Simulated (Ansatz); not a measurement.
From input file to script: C2H6BF, SMILES CB(C)F in Ansatz 0.2.0.

```yaml
crystal:
  periodic: [false, false, false]
  atoms:
    - { symbol: C, position_ang: [-0.7264, 0.9836, -0.5125] }
    - { symbol: B, position_ang: [-0.1389, -0.4238, -0.4198] }
    - { symbol: C, position_ang: [0.808, -0.7751, 0.7682] }
    - { symbol: F, position_ang: [-0.3678, -1.408, -1.422] }
    - { symbol: H, position_ang: [0.0343, 1.7784, -0.6227] }
    - { symbol: H, position_ang: [-1.383, 1.2485, 0.3798] }
    - { symbol: H, position_ang: [-1.397, 1.0896, -1.4185] }
    - { symbol: H, position_ang: [1.7582, -0.0827, 0.7526] }
    - { symbol: H, position_ang: [1.1888, -1.8102, 0.7289] }
    - { symbol: H, position_ang: [0.3068, -0.6513, 1.7689] }
basis:
  gaussian:
    orbitals: def2-SVP
hamiltonian:
  xc: pbe0
relax:
  f_tol: 0.005
```

The script, `run_opt.py`:
```python
"""Geometry optimisation of C2H6BF."""

from dataclasses import dataclass

import ansatz as az
from ase import Atoms
import numpy as np


@dataclass(frozen=True)
class RunConfig:
    basis: str = "def2-SVP"
    functional: str = "pbe0"


cfg = RunConfig()


def main() -> None:
    atoms = Atoms(["C", "B", "C", "F", "H", "H", "H", "H", "H", "H"], positions=[
        [-0.7264, 0.9836, -0.5125],
        [-0.1389, -0.4238, -0.4198],
        [0.808, -0.7751, 0.7682],
        [-0.3678, -1.408, -1.422],
        [0.0343, 1.7784, -0.6227],
        [-1.383, 1.2485, 0.3798],
        [-1.397, 1.0896, -1.4185],
        [1.7582, -0.0827, 0.7526],
        [1.1888, -1.8102, 0.7289],
        [0.3068, -0.6513, 1.7689],
    ])
    system = az.Crystal.molecule_from_ase(atoms)

    setup = (
        system.calculation()
        .basis(gaussian=cfg.basis)
        .functional(cfg.functional)
    )
    symbols = [site.symbol for site in system.cartesian_sites]
    start = np.array([site.position_ang for site in system.cartesian_sites], dtype=float)
    summary = setup.relax(force_tolerance=0.005).run(threads=1).report
    end = np.array(summary["positions_ang"])

    print(f"E = {summary['free_energy_ev']:.6f} eV = {summary['free_energy_ev'] / 27.211386246:.7f} Ha")
    print("converged:", summary["converged"], " doubts:", summary["published_state_doubts"] or "none")

    print("final positions (A) and the move of each atom")
    for symbol, xyz, old in zip(symbols, end, start):
        print(f"{symbol:2s} {xyz[0]:10.5f} {xyz[1]:10.5f} {xyz[2]:10.5f}   {np.linalg.norm(xyz - old):7.4f}")


if __name__ == "__main__":
    main()
```

`python run_opt.py` gives:
```text
E = -5556.807012 eV = -204.2088911 Ha
converged: True  doubts: none
final positions (A) and the move of each atom
C    -0.78041    1.00237   -0.55478    0.0711
B    -0.10441   -0.40688   -0.40747    0.0403
C     0.84666   -0.80406    0.77656    0.0490
F    -0.34395   -1.32023   -1.35308    0.1141
H    -0.00969    1.79120   -0.58909    0.0568
H    -1.39516    1.22740    0.33309    0.0527
H    -1.41088    1.08896   -1.45102    0.0354
H     1.74899   -0.16843    0.75558    0.0863
H     1.16434   -1.85593    0.74366    0.0539
H     0.36751   -0.60540    1.74946    0.0786
```

Notes:
- Total energies depend on the basis set; only differences at equal settings carry meaning.
- The end point is the stationary point reached from this start; no frequency run checks that it is a minimum, and the basis set is modest.
- It ran for 19 s on 1 thread of Arm Neoverse V1, on a shared host, peak memory 0.23 GiB.

(Lines on the test bed's own set-up are left out of the output.)
